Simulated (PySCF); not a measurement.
Molecule: SiAlCl2H3, in a box.

```xyz
7
Lattice="13.0000 0.0000 0.0000 0.0000 14.0000 0.0000 0.0000 0.0000 12.0000" Properties=species:S:1:pos:R:3 pbc="T T T"
Si    5.7879    8.6125    5.6320
Al    6.7205    6.4404    6.2066
Cl    8.5129    6.2942    7.2736
Cl    5.7906    4.6481    5.6650
H     4.5131    8.4666    4.8818
H     5.5348    9.3939    6.8728
H     6.7603    9.3660    4.7944
```

Base run:

| Property | Result |
| --- | --- |
| Program | PySCF 2.14.0 |
| Functional | TPSSh |
| Dispersion | D4 |
| Potentials or basis | 6-31g* (all-electron) |
| k mesh | 1 × 1 × 1 |
| Occupations | fixed |
| Spin | no spin polarisation |

Its results: gap between the frontier levels 5.63 eV.

**Question.** After a change of settings the same cell gave: gap between the frontier levels 6.21 eV. Which change was it?
A. functional from TPSSh to RPBE; dispersion from D4 to none
B. functional from TPSSh to TPSS; dispersion from D4 to D3
C. functional from TPSSh to B3PW91
D. functional from TPSSh to PBE; dispersion from D4 to none

**Answer.** C.

Caveats: this is a molecule in a periodic box at the Γ point, so its band gap is the HOMO-LUMO gap; the basis of atomic orbitals isn't converged, which shifts pressures, moduli and gaps.
